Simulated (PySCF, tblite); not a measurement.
# C₅H₁₅GeNSi: geometry, infrared bands and NMR shifts

Wanted: the infrared bands and NMR shifts of C₅H₁₅GeNSi (`C=CC[C@@H](NC)[GeH2][SiH3]`), by calculation.

Computed with tblite 0.8.0 and PySCF 2.14.0, with density-fitted response routines of our own, on a single molecule in the gas phase. Atoms count from 0, in the outputs and in this text.

**1. The molecule as given**

23 atoms, charge 0, multiplicity 1; geometry from: force field or distance geometry start.

Bonds of the start (Å): C0–C1 1.33, C1–C2 1.49, C2–C3 1.51, C3–N4 1.43, N4–C5 1.45, C3–Ge6 1.94, Ge6–Si7 2.31, C0–H8 1.10, C0–H9 1.09, C1–H10 1.08, C2–H11 1.10, C2–H12 1.12, C3–H13 1.11, N4–H14 1.04, C5–H15 1.12, C5–H16 1.12, C5–H17 1.10, Ge6–H18 1.56, Ge6–H19 1.56, Si7–H20 1.46, Si7–H21 1.48, Si7–H22 1.46.

**2. Relaxing the molecule with GFN2-xTB**

Job settings and geometry (Å):

```
{"job": {"kind": "relax", "xc": "GFN2-xTB", "basis": "xTB"}, "charge": 0, "multiplicity": 1}
C     -2.507800    -1.776900     0.385700
C     -1.966300    -0.896600    -0.450600
C     -1.382100     0.373600     0.067500
C      0.075100     0.388800    -0.312000
N      0.665000     1.598700     0.173700
C     -0.005800     2.720500    -0.457600
Ge     0.864900    -1.215200     0.447100
Si     3.140800    -1.229200     0.033600
H     -2.580100    -1.608800     1.471200
H     -2.926200    -2.700900    -0.025300
H     -1.900600    -1.077100    -1.510700
H     -1.461400     0.468600     1.160800
H     -1.917300     1.261400    -0.359800
H      0.198000     0.379500    -1.411200
H      0.602000     1.682700     1.211300
H      0.770200     3.465900    -0.765600
H     -0.524300     2.361000    -1.383200
H     -0.743200     3.161600     0.223800
H      0.146900    -2.424900    -0.230300
H      0.594600    -1.238800     1.978300
H      3.838800    -0.752900     1.229200
H      3.395500    -0.349900    -1.134100
H      3.618300    -2.564000    -0.331800
```

On the command line:

```console
> OMP_NUM_THREADS=1 python probes_run.py task.json out
```

This one command runs all jobs of the session in turn.

**Question.** This job is followed by: GFN2-xTB harmonic vibrations, gas phase; GIAO PBE0/pcSseg-1 NMR shielding, non-relativistic, gas phase. What will the session give for the following? strongest single infrared mode (GFN2-xTB); zero-point energy (GFN2-xTB); 13C shifts against TMS (PBE0/pcSseg-1); 1H shifts against TMS (PBE0/pcSseg-1, means over atoms taken as alike); 15N shifts against NH3 (PBE0/pcSseg-1); 73Ge shifts against GeMe4 (PBE0/pcSseg-1); 29Si shifts against TMS (PBE0/pcSseg-1); surface potential, 1st and 99th percentile.

The runs gave:

| quantity | value |
| --- | --- |
| strongest single infrared mode (GFN2-xTB) | 1917 cm⁻¹, 542 km/mol |
| zero-point energy (GFN2-xTB) | 111.9 kcal/mol |
| 13C shifts against TMS (PBE0/pcSseg-1) | 146.7, 124.2, 56.1, 44.3, 38.4 ppm |
| 1H shifts against TMS (PBE0/pcSseg-1, means over atoms taken as alike) | 6.00, 5.51, 5.30, 4.25, 3.52, 3.46, 3.45, 2.68, 2.42, 1.63, -0.37 ppm |
| 15N shifts against NH3 (PBE0/pcSseg-1) | 53.0 ppm |
| 73Ge shifts against GeMe4 (PBE0/pcSseg-1) | -242 ppm |
| 29Si shifts against TMS (PBE0/pcSseg-1) | -113.1 ppm |
| surface potential, 1st and 99th percentile | -0.97 V and 1.21 V |

In words: The optimisation took 103 steps and gained 0.690 eV; among the close pairs (by a distance rule), C3–Ge6 changed most, from 1.942 to 2.002 Å. All 63 modes are real, so the xTB geometry is a minimum. The strongest single mode, at 1917 cm⁻¹, moves mainly H18 and H19. Unscaled tight-binding wavenumbers are off by several per cent, some by more. Its intensities can rank the bands wrongly. C1 (alkene CH) lies farthest downfield among carbon, at 146.7 ppm; as expected for a trigonal carbon in a double bond. The most deshielded hydrogen is H10 (hydrogen on an alkene CH), at 6.00 ppm: olefinic region. Spin-orbit coupling is left out, which matters for shieldings and couplings at and beside the heavy atoms.
